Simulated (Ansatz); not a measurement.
**C2H10AlNSi: two geometries relaxed**

Are the two ends of the inversion of the pyramid at N5 separate minima, and which lies lower? Each is relaxed from a guess. SMILES of the start: C[SiH](C)[AlH][NH2].

Method: RKS PBE0-D4/def2-SVP, in Ansatz 0.2.0.

**1. The structure to begin with**

Bond lengths: C1–Si2 1.836 Å, Si2–C3 1.847 Å, Si2–Al4 2.374 Å, Al4–N5 1.972 Å, C1–H6 1.181 Å, C1–H7 1.107 Å, C1–H8 1.051 Å, Si2–H9 1.518 Å, C3–H10 1.143 Å, C3–H11 1.073 Å, C3–H12 1.123 Å, Al4–H13 1.504 Å, N5–H14 1.019 Å, N5–H15 1.060 Å. Angles (14 of 24 angles, heavy atoms first): C1–Si2–C3 107.2°, C1–Si2–Al4 112.4°, C3–Si2–Al4 108.0°, Si2–Al4–N5 116.5°, C1–Si2–H9 109.7°, C3–Si2–H9 110.5°, Al4–Si2–H9 109.0°, Si2–C1–H6 107.5°, Si2–C1–H7 109.5°, Si2–C1–H8 111.3°, Si2–C3–H10 109.0°, Si2–C3–H11 111.3°, Si2–C3–H12 110.3°, Si2–Al4–H13 124.8°.

As a file:

```xyz
15

C    -1.2951   -0.9115    0.7372
Si    0.3598   -0.1173    0.7841
C     1.5963   -1.3987    0.2934
Al    0.5367    1.6959   -0.7375
N    -1.0772    2.1240   -1.7868
H    -2.0947   -0.0840    1.0047
H    -1.5250   -1.2268   -0.2983
H    -1.3594   -1.6992    1.4296
H     0.6455    0.3858    2.1874
H     2.6448   -0.9490    0.3617
H     1.4067   -1.7641   -0.6978
H     1.5984   -2.2415    1.0359
H     1.7632    2.5484   -0.9174
H    -1.3699    1.2818   -2.2799
H    -1.8518    2.3057   -1.0870
```

**2. Relaxing end A**

input.yaml

```yaml
crystal:
  periodic: [false, false, false]
  atoms:
    - { symbol: C, position_ang: [-1.2951, -0.9115, 0.7372] }
    - { symbol: Si, position_ang: [0.3598, -0.1173, 0.7841] }
    - { symbol: C, position_ang: [1.5963, -1.3987, 0.2934] }
    - { symbol: Al, position_ang: [0.5367, 1.6959, -0.7375] }
    - { symbol: "N", position_ang: [-1.0772, 2.124, -1.7868] }
    - { symbol: H, position_ang: [-2.0947, -0.084, 1.0047] }
    - { symbol: H, position_ang: [-1.525, -1.2268, -0.2983] }
    - { symbol: H, position_ang: [-1.3594, -1.6992, 1.4296] }
    - { symbol: H, position_ang: [0.6455, 0.3858, 2.1874] }
    - { symbol: H, position_ang: [2.6448, -0.949, 0.3617] }
    - { symbol: H, position_ang: [1.4067, -1.7641, -0.6978] }
    - { symbol: H, position_ang: [1.5984, -2.2415, 1.0359] }
    - { symbol: H, position_ang: [1.7632, 2.5484, -0.9174] }
    - { symbol: H, position_ang: [-1.3699, 1.2818, -2.2799] }
    - { symbol: H, position_ang: [-1.8518, 2.3057, -1.087] }
basis:
  gaussian: { orbitals: def2-SVP }
hamiltonian:
  xc: pbe0
  dispersion: d4
relax:
  f_tol: 0.015
  max_steps: 40
```

Launch:

```
> ansatz run input.yaml --threads 2 --pin off --max-ram 3072MiB --backend cpu --events-out ev --progress --plain --runs-dir out
```

The program printed, cut to the lines that bear on the results:

```text
Warning: RAYON_NUM_THREADS=2 ignored (pool sized by the plan → 2); use --threads N
[...]
Functional definition: PBE0
[...]
1380 factors; integrals over basis functions are off by at most 3.9e-4 eV
[...]
mean field -18183.62075713 eV, -668.2357375238 hartree, gradient 5.2e-5 eV, S^2 0.000000; 0 other end points of the search recorded, 0 dependent functions left out
[...]
reference -18183.62079204 eV, -668.2357388066 hartree; 28, 28 occupied and 100, 100 virtual orbitals, 1380 factors
relax step   1: F+E_penalty+E_count = -18183.89167915 eV  Δ(F+E_penalty+E_count) = +0.000e0 eV  max|allowed force component| = 3.009e0 eV/Å  Δτ_max = 0.0000 Å  (28 SCF iters, accepted)
[...]
relax step   4: F+E_penalty+E_count = -18184.55577328 eV  Δ(F+E_penalty+E_count) = -3.835e-2 eV  max|allowed force component| = 2.576e-1 eV/Å  Δτ_max = 0.2000 Å  (29 SCF iters, accepted)
[...]
relax step   7: F+E_penalty+E_count = -18184.77834996 eV  Δ(F+E_penalty+E_count) = -8.855e-2 eV  max|allowed force component| = 1.293e0 eV/Å  Δτ_max = 0.1957 Å  (28 SCF iters, accepted)
[...]
relax step  10: F+E_penalty+E_count = -18185.06173337 eV  Δ(F+E_penalty+E_count) = -4.959e-2 eV  max|allowed force component| = 2.124e-1 eV/Å  Δτ_max = 0.2000 Å  (27 SCF iters, accepted)
[...]
relax step  13: F+E_penalty+E_count = -18185.07877359 eV  Δ(F+E_penalty+E_count) = +3.833e-4 eV  max|allowed force component| = 1.736e-1 eV/Å  Δτ_max = 0.0752 Å  (25 SCF iters, rejected (line search))
[...]
relax step  14: F+E_penalty+E_count = -18185.08015734 eV  Δ(F+E_penalty+E_count) = -1.000e-3 eV  max|allowed force component| = 3.940e-2 eV/Å  Δτ_max = 0.0376 Å  (24 SCF iters, accepted)
[...]
1380 factors; integrals over basis functions are off by at most 3.7e-4 eV
```

**3. The output, continued: end point A relaxed**

The log, continued, cut to the lines that bear on the results:

```text
mean field -18184.81704515 eV, -668.2797002975 hartree, gradient 4.9e-5 eV, S^2 0.000000; 0 other end points of the search recorded, 0 dependent functions left out
[...]
reference -18184.81708082 eV, -668.2797016083 hartree; 28, 28 occupied and 100, 100 virtual orbitals, 1380 factors
relax step  15: F+E_penalty+E_count = -18185.08088147 eV  Δ(F+E_penalty+E_count) = -7.241e-4 eV  max|allowed force component| = 1.717e-2 eV/Å  Δτ_max = 0.0373 Å  (25 SCF iters, accepted)
[...]
relax step  17: F+E_penalty+E_count = -18185.08132228 eV  Δ(F+E_penalty+E_count) = -3.308e-4 eV  max|allowed force component| = 2.458e-2 eV/Å  Δτ_max = 0.0378 Å  (25 SCF iters, accepted)
[...]
relax step  19: F+E_penalty+E_count = -18185.08175557 eV  Δ(F+E_penalty+E_count) = -1.977e-4 eV  max|allowed force component| = 2.893e-2 eV/Å  Δτ_max = 0.0331 Å  (25 SCF iters, accepted)
[...]
Atom 5 at    -2.145051    -0.384099     1.005977 Å, force     0.004788    -0.003635    -0.001381 eV/Å
Atom 6 at    -1.542998    -1.462467    -0.277519 Å, force     0.002365     0.003125     0.004475 eV/Å
Atom 7 at    -1.347607    -1.917388     1.434218 Å, force     0.000017     0.002628    -0.003038 eV/Å
Atom 8 at     0.569223     0.301738     2.178317 Å, force    -0.000326    -0.000712    -0.001223 eV/Å
Atom 9 at     2.718505    -0.963258     0.445482 Å, force    -0.000047    -0.000172     0.000164 eV/Å
Atom 10 at     1.609108    -1.859968    -0.619831 Å, force     0.000801     0.001075     0.001802 eV/Å
Atom 11 at     1.707918    -2.270609     1.111193 Å, force    -0.000471     0.000958    -0.000620 eV/Å
Atom 12 at     1.652380     2.634071    -1.111711 Å, force     0.001492    -0.000612     0.000577 eV/Å
Atom 13 at    -2.018510     1.707783    -1.466434 Å, force     0.012461     0.003932     0.001721 eV/Å
Atom 14 at    -1.230890     2.953600    -2.225865 Å, force    -0.002510     0.002561    -0.001716 eV/Å
Dipole moment:    -0.284678    -0.076008    -0.162452 e Å
```

Run time: 80 s. Hardware: 2 threads of Intel Xeon Platinum 8488C (Sapphire Rapids), shared host; peak memory 0.33 GiB.

Relaxation path:

```tsv
step	energy from step 1 (eV)	largest force component (eV/Å)
1	0.0000	3.0093
2	-0.5328	1.1543
3	-0.6257	0.3621
4	-0.6641	0.2576
5	-0.7085	0.6746
6	-0.7981	0.4462
7	-0.8867	1.2931
8	-1.0312	0.7104
9	-1.1205	0.5148
10	-1.1701	0.2124
11	-1.1846	0.0489
12	-1.1875	0.0832
13x	-1.1871	0.1736
14	-1.1885	0.0394
15	-1.1892	0.0172
16	-1.1893	0.0613
17	-1.1896	0.0246
18	-1.1899	0.0265
19	-1.1901	0.0289
20	-1.1903	0.0304
21	-1.1905	0.0230
22	-1.1906	0.0351
23	-1.1907	0.0327
24	-1.1907	0.0238
25	-1.1908	0.0125
```

Step 1 is the start. 1 step was tried and not accepted (marked x).

After: Bond lengths: C1–Si2 1.895 Å, Si2–C3 1.895 Å, Si2–Al4 2.457 Å, Al4–N5 1.779 Å, C1–H6 1.101 Å, C1–H7 1.102 Å, C1–H8 1.102 Å, Si2–H9 1.506 Å, C3–H10 1.101 Å, C3–H11 1.102 Å, C3–H12 1.102 Å, Al4–H13 1.595 Å, N5–H14 1.015 Å, N5–H15 1.015 Å. Angles (14 of 24 angles, heavy atoms first): C1–Si2–C3 109.5°, C1–Si2–Al4 111.2°, C3–Si2–Al4 112.2°, Si2–Al4–N5 118.2°, C1–Si2–H9 107.6°, C3–Si2–H9 107.3°, Al4–Si2–H9 108.9°, Si2–C1–H6 111.2°, Si2–C1–H7 110.9°, Si2–C1–H8 110.9°, Si2–C3–H10 111.2°, Si2–C3–H11 111.1°, Si2–C3–H12 110.7°, Si2–Al4–H13 126.4°.

**4. Relaxing end B**

The second end starts from a geometry with the move made by hand.

input.yaml, as its differences from that of step 2:

```diff
@@ -16,4 +16,4 @@
     - { symbol: H, position_ang: [1.7632, 2.5484, -0.9174] }
-    - { symbol: H, position_ang: [-1.3699, 1.2818, -2.2799] }
-    - { symbol: H, position_ang: [-1.8518, 2.3057, -1.087] }
+    - { symbol: H, position_ang: [-0.85357, 2.01515, -2.77486] }
+    - { symbol: H, position_ang: [-1.24849, 3.16258, -1.66533] }
 basis:
```

Launch:

```
> ansatz run input.yaml --threads 2 --pin off --max-ram 3072MiB --backend cpu --events-out ev --progress --plain --runs-dir out
```

The program printed, cut to the lines that bear on the results:

```text
Warning: RAYON_NUM_THREADS=2 ignored (pool sized by the plan → 2); use --threads N
[...]
[... 1 set-up line as earlier in the session ...]
[...]
1378 factors; integrals over basis functions are off by at most 3.9e-4 eV
[...]
mean field -18183.66326796 eV, -668.2372997677 hartree, gradient 4.3e-5 eV, S^2 0.000000; 0 other end points of the search recorded, 0 dependent functions left out
[...]
reference -18183.66330378 eV, -668.2373010843 hartree; 28, 28 occupied and 100, 100 virtual orbitals, 1378 factors
relax step   1: F+E_penalty+E_count = -18183.93011503 eV  Δ(F+E_penalty+E_count) = +0.000e0 eV  max|allowed force component| = 3.012e0 eV/Å  Δτ_max = 0.0000 Å  (28 SCF iters, accepted)
[...]
relax step   5: F+E_penalty+E_count = -18184.80687110 eV  Δ(F+E_penalty+E_count) = -1.097e-1 eV  max|allowed force component| = 1.461e0 eV/Å  Δτ_max = 0.1947 Å  (28 SCF iters, accepted)
[...]
relax step   9: F+E_penalty+E_count = -18185.06806752 eV  Δ(F+E_penalty+E_count) = -1.602e-2 eV  max|allowed force component| = 2.428e-1 eV/Å  Δτ_max = 0.0954 Å  (25 SCF iters, accepted)
[...]
relax step  13: F+E_penalty+E_count = -18185.07481868 eV  Δ(F+E_penalty+E_count) = -7.722e-4 eV  max|allowed force component| = 6.238e-2 eV/Å  Δτ_max = 0.0555 Å  (25 SCF iters, accepted)
[...]
relax step  15: F+E_penalty+E_count = -18185.07684096 eV  Δ(F+E_penalty+E_count) = -1.202e-3 eV  max|allowed force component| = 1.249e-1 eV/Å  Δτ_max = 0.1044 Å  (25 SCF iters, accepted)
[...]
relax step  16: F+E_penalty+E_count = -18185.07780601 eV  Δ(F+E_penalty+E_count) = -9.650e-4 eV  max|allowed force component| = 1.323e-1 eV/Å  Δτ_max = 0.0599 Å  (23 SCF iters, accepted)
[...]
1378 factors; integrals over basis functions are off by at most 3.9e-4 eV
mean field -18184.81651514 eV, -668.2796808200 hartree, gradient 5.3e-5 eV, S^2 0.000000; 0 other end points of the search recorded, 0 dependent functions left out
[...]
reference -18184.81655065 eV, -668.2796821249 hartree; 28, 28 occupied and 100, 100 virtual orbitals, 1378 factors
```

**5. The log goes on: end point B relaxed**

The log, continued, cut to the lines that bear on the results:

```text
relax step  17: F+E_penalty+E_count = -18185.07932183 eV  Δ(F+E_penalty+E_count) = -1.516e-3 eV  max|allowed force component| = 9.392e-2 eV/Å  Δτ_max = 0.1078 Å  (25 SCF iters, accepted)
[...]
relax step  20: F+E_penalty+E_count = -18185.08116762 eV  Δ(F+E_penalty+E_count) = -5.381e-4 eV  max|allowed force component| = 1.459e-1 eV/Å  Δτ_max = 0.0625 Å  (24 SCF iters, accepted)
[...]
relax step  23: F+E_penalty+E_count = -18185.08215928 eV  Δ(F+E_penalty+E_count) = -5.094e-4 eV  max|allowed force component| = 3.088e-2 eV/Å  Δτ_max = 0.0186 Å  (23 SCF iters, accepted)
[...]
relax step  26: F+E_penalty+E_count = -18185.08242988 eV  Δ(F+E_penalty+E_count) = -4.036e-5 eV  max|allowed force component| = 2.004e-2 eV/Å  Δτ_max = 0.0237 Å  (22 SCF iters, accepted)
[...]
Atom 5 at    -2.139182    -0.199690     0.802354 Å, force    -0.001911    -0.000132    -0.001114 eV/Å
Atom 6 at    -1.512662    -1.286024    -0.462623 Å, force     0.000456     0.001153    -0.000284 eV/Å
Atom 7 at    -1.433060    -1.771563     1.249926 Å, force    -0.001762     0.000124    -0.000853 eV/Å
Atom 8 at     0.526431     0.357682     2.134359 Å, force    -0.000762    -0.000837    -0.004902 eV/Å
Atom 9 at     2.719174    -0.981841     0.520903 Å, force    -0.001468    -0.002126    -0.000684 eV/Å
Atom 10 at     1.641823    -1.819866    -0.622475 Å, force    -0.000146     0.003064     0.007238 eV/Å
Atom 11 at     1.614943    -2.251463     1.106457 Å, force     0.000394     0.002375    -0.003082 eV/Å
Atom 12 at     1.910350     2.657534    -1.072429 Å, force    -0.003037    -0.001840     0.000052 eV/Å
Atom 13 at    -1.786665     1.940796    -1.602413 Å, force     0.004458    -0.001697     0.002414 eV/Å
Atom 14 at    -0.901111     3.150778    -2.309137 Å, force     0.001659     0.000867    -0.000363 eV/Å
Dipole moment:    -0.279501    -0.057683    -0.176343 e Å
```

Run time: 89 s. Hardware: 2 threads of Intel Xeon Platinum 8488C (Sapphire Rapids), shared host; peak memory 0.33 GiB.

The steps of the relaxation:

```tsv
step	energy from step 1 (eV)	largest force component (eV/Å)
1	0.0000	3.0124
2	-0.5329	1.1573
3	-0.6589	1.4539
4	-0.7671	1.1929
5	-0.8768	1.4615
6	-1.0063	0.7415
7	-1.0960	0.2737
8	-1.1219	0.2856
9	-1.1380	0.2428
10x	-1.1376	0.2711
11	-1.1430	0.0823
12	-1.1439	0.0524
13	-1.1447	0.0624
14	-1.1455	0.0721
15	-1.1467	0.1249
16	-1.1477	0.1323
17	-1.1492	0.0939
18	-1.1499	0.0846
19	-1.1505	0.1228
20	-1.1511	0.1459
21	-1.1512	0.1036
22	-1.1515	0.0716
23	-1.1520	0.0309
24	-1.1521	0.0253
25	-1.1523	0.0171
26	-1.1523	0.0200
27	-1.1523	0.0156
28	-1.1523	0.0072
```

Step 1 is the start. 1 step was tried and not accepted (marked x).

After: Bond lengths: C1–Si2 1.896 Å, Si2–C3 1.895 Å, Si2–Al4 2.458 Å, Al4–N5 1.778 Å, C1–H6 1.101 Å, C1–H7 1.102 Å, C1–H8 1.102 Å, Si2–H9 1.507 Å, C3–H10 1.101 Å, C3–H11 1.102 Å, C3–H12 1.102 Å, Al4–H13 1.596 Å, N5–H14 1.014 Å, N5–H15 1.015 Å. Angles (14 of 24 angles, heavy atoms first): C1–Si2–C3 109.6°, C1–Si2–Al4 111.3°, C3–Si2–Al4 112.2°, Si2–Al4–N5 118.2°, C1–Si2–H9 107.5°, C3–Si2–H9 107.2°, Al4–Si2–H9 108.8°, Si2–C1–H6 111.2°, Si2–C1–H7 111.0°, Si2–C1–H8 110.9°, Si2–C3–H10 111.1°, Si2–C3–H11 111.1°, Si2–C3–H12 110.7°, Si2–Al4–H13 126.3°.

**6. Results**

| quantity | value |
| --- | --- |
| end A | 23 moves, 1.191 eV lower |
| end B | 26 moves, 1.152 eV lower |
| largest difference between the ends | 0.03 Å |
| end B relative to end A | -0.000 eV |

**Reading.** The two relaxations end at one structure, within 0.03 Å: no second minimum was found from this start, which doesn't rule one out.
